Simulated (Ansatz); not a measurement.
## C₂H₈GeS, SMILES C[CH2][GeH2][SH]: a ladder of methods at one geometry, step by step

Program: the Ansatz DFT code, driven from Python.

Notebook, run cell by cell (the value of a cell's last expression is shown):

```python
import ansatz as az
from ase import Atoms
```

```python
BASIS_SET = 'def2-SVP'
```

```python
atoms = Atoms(['C', 'C', 'Ge', 'S', 'H', 'H', 'H', 'H', 'H', 'H', 'H', 'H'], positions=[
    (-0.5927, 1.3724, 0.0527),
    (-0.2198, 0.1935, 0.8423),
    (1.0011, -0.893, -0.1948),
    (0.1071, -1.6483, -2.0139),
    (0.2474, 2.0284, -0.2327),
    (-1.3434, 2.0475, 0.6415),
    (-1.1264, 1.106, -0.8895),
    (0.3149, 0.5382, 1.7771),
    (-1.1037, -0.3984, 1.1375),
    (2.2642, -0.036, -0.5562),
    (1.4872, -2.0909, 0.709),
    (-0.9588, -2.2745, -1.2389),
])
geometry = az.Crystal.molecule_from_ase(atoms)
```

```python
model = geometry.calculation().basis(gaussian=BASIS_SET)
```

```python
methods = ['mp2', 'ccsd', 'ccsd_t']
reports = [model.correlation(m).run(threads=1).report for m in methods]
print(f'Hartree-Fock reference {reports[0]["reference_energy_ev"] / 27.211386246:.6f} Ha')
best = reports[-1]['free_energy_ev'] - reports[-1]['reference_energy_ev']
for method, each in zip(methods, reports):
    gained = each['free_energy_ev'] - each['reference_energy_ev']
    print(f'{method:8s} total {each["free_energy_ev"] / 27.211386246:.6f} Ha  correlation {gained:9.4f} eV  ({100 * gained / best:.1f} % of the last)')
```

    Hartree-Fock reference -2552.851567 Ha
    mp2      total -2553.514313 Ha  correlation  -18.0342 eV  (90.1 % of the last)
    ccsd     total -2553.566000 Ha  correlation  -19.4407 eV  (97.1 % of the last)
    ccsd_t   total -2553.587007 Ha  correlation  -20.0124 eV  (100.0 % of the last)

What to keep in mind:
- Total energies depend on the basis set; only differences at equal settings carry meaning.
- The geometry is a force-field or estimated start, not a minimum of this method, and the basis set is short of its limit. A lower total doesn't mark the better method: functionals have no common bound, and MP2 and coupled cluster aren't variational.
- Inner cores stay frozen; a filled d shell under the valence of the heavier atoms is correlated with it.
- Wall time of the script: 26 s on 1 thread of Intel(R) Xeon(R) 6975P-C (Granite Rapids) (shared host), peak memory 0.69 GiB.

(Lines on the test bed's own set-up are left out of the output.)
